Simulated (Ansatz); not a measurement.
# AlN (zincblende type): the cost of one run

Computed with Ansatz 0.2.0 (DFT PBE, with the methods named in each step, unless a step's input says otherwise).

### 1 The structure to begin with

It takes space group F-43m (No. 216, cubic). Conventional cell: a = 4.309 Å, b = 4.309 Å, c = 4.309 Å, α = 90.00°, β = 90.00°, γ = 90.00°. Around Al (site symmetry -43m) lie 4 N at 1.87 Å. N (site symmetry -43m) has 4 Al at 1.87 Å as nearest neighbours.

Coordinates:

```
CELL_PARAMETERS angstrom
0.00000 2.15443 2.15443
2.15443 0.00000 2.15443
2.15443 2.15443 0.00000
ATOMIC_POSITIONS crystal
Al 0.00000 0.00000 0.00000
N 0.25000 0.25000 0.25000
```

Whether this phase is the stable one at these pressures isn't tested.

Atoms are numbered in the order of the input: Al1, N2.

### 2 Cell relaxed at zero pressure, PAW

input.yaml

```yaml
crystal:
  lattice:
    - [0.0, 2.15443469, 2.15443469]
    - [2.15443469, 0.0, 2.15443469]
    - [2.15443469, 2.15443469, 0.0]
  atoms:
    - { symbol: Al, position: [0.0, 0.0, 0.0] }
    - { symbol: "N", position: [0.25, 0.25, 0.25] }
kpoints:
  mp_grid: { grid: [17, 17, 17] }
scf:
  occupations: { method: fermi_dirac, width: 0.08 }
hamiltonian:
  xc: pbe
  pseudopotentials: { kind: paw }
output:
  forces: true
  stress: true
relax:
  f_tol: 0.005
  max_steps: 40
  cell: {}
```

Command:

```
$ ansatz run input.yaml --threads 1 --pin off --max-ram 2048MiB --backend cpu --events-out ev --progress --plain --runs-dir out
```

What time and memory should one allow on 1 thread of Intel Xeon 6975P-C (Granite Rapids), shared host?

About 11 s, with a peak of 0.37 GiB.
